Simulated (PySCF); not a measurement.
# CH11PSi3: the cost of one run

Programs: PySCF 2.14.0, with routines of our own; each step states its level. All values are computed. Atoms count from 0.

## (1) The system as given

16 atoms, charge 0, multiplicity 1; geometry from: PBE0-D3(BJ)/def2-SVP.

## (2) Magnetic properties: GIAO HF/pcSseg-1

The job: settings as JSON, then the geometry in Å.

```
{"job": {"kind": "mag", "xc": "HF", "basis": "pcSseg-1"}, "charge": 0, "multiplicity": 1}
Si    -2.059696    -1.053794    -0.007952
C     -1.018819    -0.384105     1.409687
Si     0.596843     0.465790     0.920398
Si     1.940785    -0.947331    -0.387491
P      0.328725     2.378623    -0.271782
H     -2.545242     0.058049    -0.880997
H     -1.240485    -1.983789    -0.846245
H     -3.245715    -1.800787     0.511559
H     -1.627396     0.324706     1.997804
H     -0.767741    -1.224732     2.080856
H      1.350967     0.851067     2.156241
H      1.411913    -1.021245    -1.784968
H      3.341835    -0.427890    -0.435880
H      1.956561    -2.330690     0.185108
H     -0.721090     2.880608     0.559241
H     -0.571011     1.780915    -1.207090
```

With the program's defaults for keys left out, this is: GIAO HF/pcSseg-1 magnetisability, rotational g tensor and spin-rotation constants, non-relativistic, gas phase.

Started as:

```
> OMP_NUM_THREADS=1 python excited_run.py task.json out
```

The driver reads the jobs from task.json and runs them one after another.

**Question.** How long does this first job take on 1 thread of Arm Neoverse V2, shared host, and how much memory does it need?

About 12 s, with a peak of 0.76 GiB.
